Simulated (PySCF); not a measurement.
# C5H8N2Si: runs on many settings, part 1 of 2

Aim: see how C5H8N2Si (`Cc1cnncc1[SiH3]`) answers to the choice of functional, basis, grid and SCF options, and what happens with inputs that are wrong on purpose.

Programs: PySCF 2.14.0, with density-fitted response routines of our own. Each step states its level of theory. These are calculated values for one molecule in the gas phase, unless marked as measured. Atoms count from 0, in the outputs and in this text.

1 further run of the same task is left out (for a known fault of the program).

## 1. The starting structure

16 atoms, charge 0, multiplicity 1; geometry from: GFN2-xTB.

Bonds of the start (Å): C0–C1 1.49, C1–C2 1.40, C2–N3 1.32, N3–N4 1.30, N4–C5 1.32, C5–C6 1.40, C6–Si7 1.89, C6–C1 1.39, C0–H8 1.09, C0–H9 1.09, C0–H10 1.09, C2–H11 1.08, C5–H12 1.08, Si7–H13 1.46, Si7–H14 1.46, Si7–H15 1.46.

## 2. Nuclear shieldings: PBE0/pcSseg-1

What the job is given:

```
{"job": {"kind": "nmr", "xc": "PBE0", "basis": "pcSseg-1"}, "charge": 0, "multiplicity": 1}
C      0.162354    -1.860015    -0.185473
C     -0.526392    -0.538106    -0.254069
C     -1.847340    -0.432150    -0.700120
N     -2.501486     0.707723    -0.779454
N     -1.919423     1.817137    -0.432555
C     -0.675595     1.802351    -0.001505
C      0.104340     0.647125     0.119699
Si     1.883764     0.730295     0.749682
H     -0.495850    -2.659529    -0.517786
H      0.479584    -2.065504     0.836123
H      1.053389    -1.852927    -0.812027
H     -2.405879    -1.306649    -1.007870
H     -0.273143     2.770588     0.264436
H      1.989334    -0.085194     1.961961
H      2.193529     2.128659     1.038211
H      2.771215     0.205138    -0.290664
```

With the program's defaults for keys left out, this is: GIAO PBE0/pcSseg-1 NMR shielding, non-relativistic, gas phase.

Run with:

```bash
$ OMP_NUM_THREADS=1 python probes_run.py task.json out
```

The driver reads the jobs from task.json and runs them one after another.

What it wrote:

```text
coarse grid: 14144 points
cycle   1  E = -593.6945722242  dE =  1.239e+00  |g| = 3.298e-01  |ddm| = 3.940e+00
cycle   2  E = -593.7059323945  dE = -1.136e-02  |g| = 2.562e-01  |ddm| = 8.658e-01
cycle   3  E = -593.7205570349  dE = -1.462e-02  |g| = 8.093e-02  |ddm| = 3.621e-01
cycle   4  E = -593.7217046933  dE = -1.148e-03  |g| = 3.461e-02  |ddm| = 8.280e-02
cycle   5  E = -593.7219731378  dE = -2.684e-04  |g| = 9.553e-03  |ddm| = 4.728e-02
cycle   6  E = -593.7219937872  dE = -2.065e-05  |g| = 4.118e-03  |ddm| = 1.515e-02
cycle   7  E = -593.7219980684  dE = -4.281e-06  |g| = 6.865e-04  |ddm| = 4.644e-03
final grid: 132928 points
cycle   8  E = -593.7653223067  dE = -3.261e-05  |g| = 6.671e-03  |ddm| = 4.267e-02
cycle   9  E = -593.7653187340  dE =  3.573e-06  |g| = 7.765e-03  |ddm| = 1.815e-02
cycle  10  E = -593.7653329955  dE = -1.426e-05  |g| = 1.810e-03  |ddm| = 1.024e-02
cycle  11  E = -593.7653337967  dE = -8.012e-07  |g| = 2.974e-04  |ddm| = 2.155e-03
cycle  12  E = -593.7653338147  dE = -1.801e-08  |g| = 1.285e-04  |ddm| = 4.447e-04
cycle  13  E = -593.7653338186  dE = -3.880e-09  |g| = 3.770e-05  |ddm| = 1.544e-04
cycle  14  E = -593.7653338189  dE = -2.901e-10  |g| = 1.632e-05  |ddm| = 4.858e-05
converged SCF energy = -593.7653338189

GIAO shielding tensors (ppm)
atom      isotropic    diamagn.    paramagn.     s11        s22        s33       span
  0 C      165.913     248.243     -82.330    151.194    159.830    186.716     35.522
  1 C       39.811     263.803    -223.993    -78.858     15.393    182.896    261.754
  2 C       30.986     247.330    -216.343    -96.615     53.606    135.968    232.584
  3 N     -205.409     322.429    -527.838   -646.687   -216.115    246.575    893.262
  4 N     -186.691     322.318    -509.009   -607.201   -207.506    254.635    861.835
  5 C       27.630     249.178    -221.548   -101.615     44.912    139.592    241.208
  6 C       54.301     260.962    -206.661    -52.073     26.796    188.181    240.254
  7 Si     426.758     882.416    -455.658    393.197    428.477    458.600     65.403
  8 H       29.445      29.927      -0.482     24.471     28.050     35.813     11.341
  9 H       29.194      30.356      -1.161     24.375     28.953     34.254      9.879
 10 H       29.191      30.351      -1.160     24.374     28.948     34.251      9.877
 11 H       22.271      30.860      -8.589     18.418     19.571     28.824     10.407
 12 H       22.224      30.758      -8.534     18.708     18.839     29.126     10.417
 13 H       27.171      29.872      -2.701     23.464     26.243     31.807      8.344
 14 H       27.386      29.753      -2.367     23.571     26.027     32.562      8.991
 15 H       27.171      29.875      -2.704     23.460     26.248     31.805      8.345
```

It took 29 s on 1 thread of Intel Xeon Platinum 8488C, shared host; peak memory 0.83 GiB.

The references, computed at this level on geometries of the same kind, shield at (ppm): 1H TMS 31.72, 13C TMS 186.9, 29Si TMS 349.2, 15N NH3 267.7. Their shielding less the atom's gives the shift. The references are single molecules in the gas phase, so shifts against H2O, NH3, PH3, H3PO4 or CFCl3 are not on the usual liquid scales and can be off by tens of ppm. Atoms listed in one row are averaged.

```
        atoms                                         environment  σ (ppm)  δ (ppm)  δ scaled to CDCl3
           C5                 aromatic CH next to a ring nitrogen     27.6    159.3              153.6
           C2                 aromatic CH next to a ring nitrogen     31.0    155.9              150.3
           C1                         substituted aromatic carbon     39.8    147.1              141.7
           C6                         substituted aromatic carbon     54.3    132.6              127.5
           C0                   methyl carbon on an aromatic ring    165.9     21.0               18.6
          H12  hydrogen on an aromatic CH next to a ring nitrogen    22.22     9.49               9.06
          H11  hydrogen on an aromatic CH next to a ring nitrogen    22.27     9.45               9.01
H13, H14, H15                   hydrogen on a silicon bonded to C    27.24     4.47                  –
  H8, H9, H10     hydrogen on a methyl carbon on an aromatic ring    29.28     2.44               2.41
           N3                         pyridine-type ring nitrogen   -205.4    473.1                  –
           N4                         pyridine-type ring nitrogen   -186.7    454.4                  –
          Si7                            silicon bonded to C, 3 H    426.8    -77.6                  –
```

The scaled column applies a straight-line fit of computed shieldings to shifts measured in CDCl3 (root-mean-square error 0.16 ppm for H, 1.9 ppm for C).

Charges from the same density, by scheme (e):

```
atoms  Mulliken    IAO  Hirshfeld  ESP fit
   C0     -0.15  -0.43      -0.11    -0.90
   C1     -0.34   0.03       0.02     0.28
   C2      0.21  -0.04       0.01     0.29
   N3     -0.22  -0.15      -0.11    -0.32
   N4     -0.22  -0.16      -0.11    -0.40
   C5      0.14  -0.02       0.01     0.52
   C6     -0.34  -0.29      -0.09    -0.35
  Si7      0.55   0.59       0.32     0.24
```

Mayer bond orders: C0–C1 1.08, C1–C2 1.32, C2–N3 1.53, N3–N4 1.31, N4–C5 1.53, C5–C6 1.35, C6–Si7 0.88, C6–C1 1.38.

Ring of atoms C1, C2, N3, N4, C5, C6: NICS(0) -5.2, NICS(1) -11.4, NICS(1)zz -27.8 ppm (means of both faces).

## 3. Excited states and response: PBE0/def2-SVPD

Settings changed since step 2:

```diff
@@ -1,2 +1,2 @@
-{"job": {"kind": "nmr", "xc": "PBE0", "basis": "pcSseg-1"}, "charge": 0, "multiplicity": 1}
+{"job": {"kind": "uv", "xc": "PBE0", "basis": "def2-SVPD", "nstates": 6, "ntriplets": 2}, "charge": 0, "multiplicity": 1}
 C      0.162354    -1.860015    -0.185473
```

Level: TDDFT PBE0/def2-SVPD, vertical, gas phase, core orbitals frozen in the response.

What it wrote:

```text
coarse grid: 14144 points
cycle   1  E = -593.4195592321  dE =  1.172e+00  |g| = 3.097e-01  |ddm| = 7.510e+00
cycle   2  E = -593.4306670706  dE = -1.111e-02  |g| = 2.428e-01  |ddm| = 2.270e+00
cycle   3  E = -593.4442801969  dE = -1.361e-02  |g| = 8.018e-02  |ddm| = 1.034e+00
cycle   4  E = -593.4454536153  dE = -1.173e-03  |g| = 3.468e-02  |ddm| = 2.491e-01
cycle   5  E = -593.4457294178  dE = -2.758e-04  |g| = 1.004e-02  |ddm| = 1.062e-01
cycle   6  E = -593.4457536909  dE = -2.427e-05  |g| = 4.010e-03  |ddm| = 3.858e-02
cycle   7  E = -593.4457578532  dE = -4.162e-06  |g| = 6.965e-04  |ddm| = 1.146e-02
final grid: 132928 points
cycle   8  E = -593.5186562758  dE = -3.284e-05  |g| = 6.420e-03  |ddm| = 1.510e-01
cycle   9  E = -593.5186515943  dE =  4.682e-06  |g| = 7.804e-03  |ddm| = 6.566e-02
cycle  10  E = -593.5186667369  dE = -1.514e-05  |g| = 1.809e-03  |ddm| = 3.534e-02
cycle  11  E = -593.5186675656  dE = -8.287e-07  |g| = 2.615e-04  |ddm| = 4.428e-03
cycle  12  E = -593.5186675795  dE = -1.392e-08  |g| = 1.290e-04  |ddm| = 1.063e-03
cycle  13  E = -593.5186675835  dE = -4.044e-09  |g| = 3.608e-05  |ddm| = 4.110e-04
cycle  14  E = -593.5186675838  dE = -2.744e-10  |g| = 1.693e-05  |ddm| = 1.133e-04
converged SCF energy = -593.5186675838

Static polarisability (au): isotropic 95.965, principal 65.180 105.279 117.437

Singlet excitations
state   eV       nm        f      main configurations
  1   3.2451    382.1   0.00399   H->L 0.99
  2   3.9267    315.7   0.00014   H->L+1 1.00
  3   5.5931    221.7   0.02944   H-1->L 0.68, H-2->L+1 0.22
  4   5.6364    220.0   0.00029   H-3->L 0.99
  5   5.8374    212.4   0.00255   H->L+2 0.97
  6   6.2013    199.9   0.08380   H-2->L 0.71, H-1->L+1 0.17, H-1->L 0.09

Triplet excitations (Tamm-Dancoff, eV): 2.5339 3.5434
```

It took 36 s on 1 thread of Intel Xeon Platinum 8488C, shared host; peak memory 0.91 GiB.

The orbitals next to the gap, with their largest atomic shares:

```
orbital     eV                       atoms
 HOMO−3  -8.98   N4 30 %, N3 28 %, C5 10 %
 HOMO−2  -8.58   C6 28 %, N3 18 %, C5 16 %
 HOMO−1  -8.37   C2 23 %, N4 21 %, C1 19 %
   HOMO  -6.52    N4 38 %, N3 37 %, C2 8 %
   LUMO  -1.64   N3 22 %, C6 20 %, C1 17 %
 LUMO+1  -0.90   C5 23 %, C2 19 %, C1 14 %
 LUMO+2   0.16  Si7 34 %, C0 10 %, H15 8 %
```

With each of the 6 states as a Gaussian band of 0.4 eV half-width at 1/e, the curve within the window shown has maxima at 382 nm (ε 160), 201 nm (ε 3,600) L/(mol cm). Beyond the last state computed it falls off for lack of states. The curve at chosen wavelengths:

(nm, ε (L/mol/cm)): (191, 1947), (202, 3565), (213, 2381), (224, 1469), (235, 690), (247, 163), (258, 26), (269, 3), (280, 1), (291, 3), (302, 6), (313, 12), (324, 24), (336, 50), (347, 84), (358, 121), (369, 149), (380, 162), (391, 157), (402, 138), (413, 112), (425, 83), (436, 60), (447, 41), (458, 27), (469, 17)

Ground-state properties from the same run:

```
           property  computed
  dipole moment (D)      4.51
polarisability (Å³)     14.22
 HOMO–LUMO gap (eV)      4.88
      −ε(HOMO) (eV)      6.52
```

(Continued in part 2 of 2.)
